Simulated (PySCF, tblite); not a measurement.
**C₃H₈BrFSi₂: geometry, infrared bands and NMR shifts**

Wanted: the infrared bands and NMR shifts of C₃H₈BrFSi₂ (`F[C@@H]1C[Si@@H](Br)C[SiH2]1`), by calculation.

Programs: tblite 0.8.0 and PySCF 2.14.0, with density-fitted response routines of our own. Each step states its level of theory. These are calculated values for one molecule in the gas phase, unless marked as measured. Atoms count from 0, in the outputs and in this text.

**1. The starting structure**

15 atoms, charge 0, multiplicity 1; geometry from: force field or distance geometry start.

Bonds of the start (Å): F0–C1 1.36, C1–C2 1.51, C2–Si3 1.91, Si3–Br4 2.21, Si3–C5 1.88, C5–Si6 1.88, Si6–C1 1.89, C1–H7 1.10, C2–H8 1.10, C2–H9 1.10, Si3–H10 1.48, C5–H11 1.09, C5–H12 1.10, Si6–H13 1.49, Si6–H14 1.48.

**2. Geometry optimisation with GFN2-xTB**

The job: settings as JSON, then the geometry in Å.

```
{"job": {"kind": "relax", "xc": "GFN2-xTB", "basis": "xTB"}, "charge": 0, "multiplicity": 1}
F      0.387000    -2.050700    -0.953100
C     -0.020100    -1.481500     0.217500
C     -1.301600    -0.715200    -0.017100
Si    -0.810200     0.959600    -0.786000
Br    -2.157100     2.529700     0.002700
C      0.948900     1.304400    -0.229600
Si     1.311100    -0.255700     0.760400
H     -0.154200    -2.292800     0.950200
H     -1.975000    -1.262100    -0.690200
H     -1.836700    -0.534500     0.931400
H     -0.890900     0.906500    -2.259900
H      1.619000     1.383200    -1.086500
H      1.038200     2.203800     0.400700
H      1.145300     0.048900     2.205500
H      2.691900    -0.735500     0.532100
```

Run with:

```console
> OMP_NUM_THREADS=1 python probes_run.py task.json out
```

This one command runs all jobs of the session in turn.

**Question.** This job is followed by: GFN2-xTB harmonic vibrations, gas phase; GIAO PBE0/pcSseg-1 NMR shielding, non-relativistic, gas phase. What will the session give for the following? strongest single infrared mode (GFN2-xTB); zero-point energy (GFN2-xTB); 13C shifts against TMS (PBE0/pcSseg-1); 1H shifts against TMS (PBE0/pcSseg-1); 19F shifts against CFCl3 (PBE0/pcSseg-1); 29Si shifts against TMS (PBE0/pcSseg-1); 79Br shifts against HBr (PBE0/pcSseg-1).

The runs gave:

| quantity | value |
| --- | --- |
| strongest single infrared mode (GFN2-xTB) | 2322 cm⁻¹, 347 km/mol |
| zero-point energy (GFN2-xTB) | 62.6 kcal/mol |
| 13C shifts against TMS (PBE0/pcSseg-1) | 93.1, 30.4, -6.7 ppm |
| 1H shifts against TMS (PBE0/pcSseg-1) | 5.79, 5.54, 4.51, 4.36, 2.23, 1.02, 0.54, 0.32 ppm |
| 19F shifts against CFCl3 (PBE0/pcSseg-1) | -231.3 ppm |
| 29Si shifts against TMS (PBE0/pcSseg-1) | 32.6, -30.3 ppm |
| 79Br shifts against HBr (PBE0/pcSseg-1) | -34 ppm |

Relaxing lowered the energy by 0.189 eV in 51 steps; the close pair that moved most is C1–Si6, from 1.889 to 1.927 Å. All 39 modes are real, so the xTB geometry is a minimum. Unscaled tight-binding wavenumbers are off by several per cent, some by more. Its intensities can rank the bands wrongly. At PBE0/pcSseg-1: The largest span, 310 ppm, is at Br4, where the paramagnetic term is -468 ppm. Spin-orbit coupling is left out, which matters for shieldings and couplings at and beside the heavy atoms.
